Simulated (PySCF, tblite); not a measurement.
# C₃H₃F₃O₂: geometry, infrared bands and NMR shifts

Aim: predict the infrared bands and NMR shifts of C₃H₃F₃O₂ (`FC(F)O[C@@H]1O[C@@H]1F`).

Computed with tblite 0.8.0 and PySCF 2.14.0, with density-fitted response routines of our own, on a single molecule in the gas phase. Atoms are numbered from 0 throughout.

## Step 1: The starting structure

11 atoms, charge 0, multiplicity 1; geometry from: force field or distance geometry start.

Bonds of the start (Å): F0–C1 1.38, C1–F2 1.40, C1–O3 1.39, O3–C4 1.37, C4–O5 1.38, O5–C6 1.38, C6–F7 1.37, C6–C4 1.52, C1–H8 1.12, C4–H9 1.10, C6–H10 1.10.

## Step 2: Geometry optimisation with GFN2-xTB

The job: settings as JSON, then the geometry in Å.

```
{"job": {"kind": "relax", "xc": "GFN2-xTB", "basis": "xTB"}, "charge": 0, "multiplicity": 1}
F      2.400700    -1.289900     0.994300
C      1.618200    -0.206400     0.641100
F      2.470400     0.721300     0.035000
O      0.614100    -0.489900    -0.278000
C     -0.639800    -0.079200     0.108400
O     -1.683100    -0.914300    -0.237900
C     -1.667200     0.261700    -0.958800
F     -1.251300     0.152600    -2.263200
H      1.216700     0.318100     1.543400
H     -0.741400     0.438000     1.078500
H     -2.332000     1.090600    -0.688600
```

Command:

```
$ OMP_NUM_THREADS=1 python probes_run.py task.json out
```

This one command runs all jobs of the session in turn.

**Question.** This job is followed by: GFN2-xTB harmonic vibrations, gas phase; GIAO PBE0/pcSseg-1 NMR shielding, non-relativistic, gas phase. What will the session give for the following? strongest single infrared mode (GFN2-xTB); zero-point energy (GFN2-xTB); ¹³C shifts against TMS (PBE0/pcSseg-1); ¹H shifts against TMS (PBE0/pcSseg-1); ¹⁹F shifts against CFCl3 (PBE0/pcSseg-1); ¹⁷O shifts against H2O (PBE0/pcSseg-1).

The runs gave:

| quantity | value |
| --- | --- |
| strongest single infrared mode (GFN2-xTB) | 1028 cm⁻¹, 251 km/mol |
| zero-point energy (GFN2-xTB) | 40.6 kcal/mol |
| ¹³C shifts against TMS (PBE0/pcSseg-1) | 119.3, 90.1, 77.0 ppm |
| ¹H shifts against TMS (PBE0/pcSseg-1) | 6.65, 5.25, 4.64 ppm |
| ¹⁹F shifts against CFCl3 (PBE0/pcSseg-1) | -99.6, -106.7, -193.1 ppm |
| ¹⁷O shifts against H2O (PBE0/pcSseg-1) | 117.9, 90.7 ppm |

**Reading.** Relaxing lowered the energy by 0.576 eV in 110 steps; the close pair that moved most is C1–F2, from 1.398 to 1.342 Å. No mode is imaginary among the 27: a minimum at this level. The strongest single mode, at 1028 cm⁻¹, moves mainly C1. Unscaled tight-binding wavenumbers are off by several per cent, some by more. Its intensities can rank the bands wrongly. The most deshielded hydrogen is H8 (hydrogen on an sp3 CH bonded to 2 F and O), at 6.65 ppm: its carbon carries F and O, an electronegative neighbour. At PBE0/pcSseg-1: The largest span, 279 ppm, is at O5, where the paramagnetic term is -152 ppm.
